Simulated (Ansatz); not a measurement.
# AlNi: the cost of one run

Program: Ansatz 0.2.0 through its Python package. Level of theory: DFT LDA, plane waves, PAW. These are calculated values, not measurements.

## Step 1: The system

It takes space group Pm-3m (No. 221, cubic). The conventional cell has a = 2.881 Å, b = 2.881 Å, c = 2.881 Å, α = 90.00°, β = 90.00°, γ = 90.00°. Around Al (site symmetry m-3m) lie 8 Ni at 2.50 Å. Around Ni (site symmetry m-3m) lie 8 Al at 2.50 Å.

No structure file is read: the coordinates are typed or built in the script.

## Step 2: The code

deck.py reads:

```python
"""Single point of AlNi through the engine session."""

import ansatz as az


def main() -> None:
    config = {
        "crystal": {
            "lattice": [[2.881, 0.0, 0.0], [0.0, 2.881, 0.0], [0.0, 0.0, 2.881]],
            "atoms": [
                {"symbol": "Al", "position": [0.0, 0.0, 0.0]},
                {"symbol": "Ni", "position": [0.5, 0.5, 0.5], "spin": 1.5},
            ],
        },
        "magnetization": {"spin_polarized": True},
        "kpoints": {"mp_grid": {"grid": [8, 8, 8]}},
        "hamiltonian": {"xc": "lda"},
        "scf": {"occupations": {"method": "fermi_dirac", "width": 0.15}},
        "basis": {"ecutwfc": 420},
        "output": {"forces": True},
    }

    res = az.Session.from_dict(config).plan().execute()
    rep = res.report

    for key in ("converged", "n_iterations", "n_electrons", "n_kpoints", "n_pw", "n_symmetry_ops", "free_energy_ev", "fermi_energy_ev"):
        print(f"{key:18s} {rep[key]}")

    # forces, one row an atom
    print("forces (eV/A)")
    for site, force in zip(res.lattice.sites, rep["forces_ev_ang"]):
        print(f"  {site.symbol:2s} {force[0]:9.4f} {force[1]:9.4f} {force[2]:9.4f}")

    print(f"net moment {rep['magnetization_mub']:.3f} muB, absolute {rep['absolute_magnetization_mub']:.3f} muB")
    for index, (site, m) in enumerate(zip(res.lattice.sites, rep["site_moments_mub"])):
        print(f"  {index:2d} {site.symbol:2s} {m:7.3f}")


if __name__ == "__main__":
    main()
```

## Step 3: The run

On the command line:

```sh
$ python deck.py
```

What time and memory should one allow on 1 thread of Intel Xeon Platinum 8488C (Sapphire Rapids), shared host?

About 1.9 s, with a peak of 0.37 GiB.
